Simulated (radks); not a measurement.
# Taking charge from the 3s level of Cu²⁺ in fractions

One table from this session's results is given with a row withheld; the runs are named, their logs left out.

Program: radks (a radial shooting solver on a logarithmic mesh, Libxc functionals) version 1. Level of theory: scalar-relativistic Kohn-Sham, SCAN, spin-polarised, spherical densities, finite nucleus; open shells are filled with parallel spins first. These are calculated values, not measurements, unless marked.

## What is computed

| Quantity | Value |
| --- | --- |
| element | copper (Z = 29) |
| charge | +2 |
| electrons | 27 |
| configuration | [Ne] 3s(up 1, down 1) 3p6 3d9 |
| nuclear rms radius | 3.8823 fm |

A shell typed twice in an input gives spin up, then spin down.

The first run:

Settings of this run:

```text
Z 29
configuration [Ne] 3s1 3s1 3p6 3d9
relativity scalar-relativistic
functional scan,scan
spin polarised
nucleus finite rms 3.8823 fm
c 137.035999084
```

Steps of the session up to this table: Start: [Ne] 3s(up 1, down 1) 3p6 3d9.

One table of the session follows, with a row left open; its other results are not shown here.

Radial moments (bohr):

```
  level     <r>  outermost maximum (interpolated)  90 % within  nodes
  2p up  0.2064                             0.158        0.337      0
2p down  0.2063                             0.158        0.337      0
  3s up  0.7087                             0.613         1.06      2
3s down  0.7097                             0.613         1.06      2
  3p up  0.7437                             0.620         1.15      1
3p down  0.7454                             0.620         1.15      1
  3d up       ?                                 ?            ?      ?
3d down  0.9253                             0.601         1.61      0
```

Q: Estimate the row for 3d up from the others.

The run gave: <r>: 0.9114; outermost maximum (interpolated): 0.599; 90 % within: 1.58; nodes: 0. In the column «<r>» it lies between 3p down (0.7454) and 3d down (0.9253).
